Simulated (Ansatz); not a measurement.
# BF2GeH3: the cost of one run

Method: RKS PBE/def2-SVP, in Ansatz 0.2.0.

### 1 Starting point

Bond lengths: F1–B2 1.418 Å, B2–Ge3 2.023 Å, Ge3–F4 1.687 Å, B2–H5 1.189 Å, Ge3–H6 1.560 Å, Ge3–H7 1.602 Å. Angles: F1–B2–Ge3 121.7°, F1–B2–H5 117.8°, Ge3–B2–H5 120.5°, B2–Ge3–F4 111.6°, B2–Ge3–H6 109.7°, B2–Ge3–H7 108.1°, F4–Ge3–H6 111.7°, F4–Ge3–H7 108.0°, H6–Ge3–H7 107.6°.

Structure file:

```xyz
7

F    -1.2937   -1.7340    0.7274
B    -0.0664   -1.1659    0.3004
Ge    0.0825    0.7879   -0.2028
F    -0.8765    1.1604   -1.5399
H     0.8815   -1.8803    0.2312
H    -0.2744    1.6776    1.0281
H     1.6083    1.0864   -0.5900
```

### 2 Relaxing end A

Contents of input.yaml:

```yaml
crystal:
  periodic: [false, false, false]
  atoms:
    - { symbol: F, position_ang: [-1.2937, -1.734, 0.7274] }
    - { symbol: B, position_ang: [-0.0664, -1.1659, 0.3004] }
    - { symbol: Ge, position_ang: [0.0825, 0.7879, -0.2028] }
    - { symbol: F, position_ang: [-0.8765, 1.1604, -1.5399] }
    - { symbol: H, position_ang: [0.8815, -1.8803, 0.2312] }
    - { symbol: H, position_ang: [-0.2744, 1.6776, 1.0281] }
    - { symbol: H, position_ang: [1.6083, 1.0864, -0.59] }
basis:
  gaussian: { orbitals: def2-SVP }
hamiltonian:
  xc: pbe
relax:
  f_tol: 0.015
  max_steps: 40
```

The run is started by

```console
$ ansatz run input.yaml --threads 1 --pin off --max-ram 2048MiB --backend cpu --events-out ev --progress --plain --runs-dir out
```

**Question.** How long does this run take on 1 thread of Arm Neoverse V1, shared host, and how much memory does it need?

About 35 s, with a peak of 0.12 GiB.
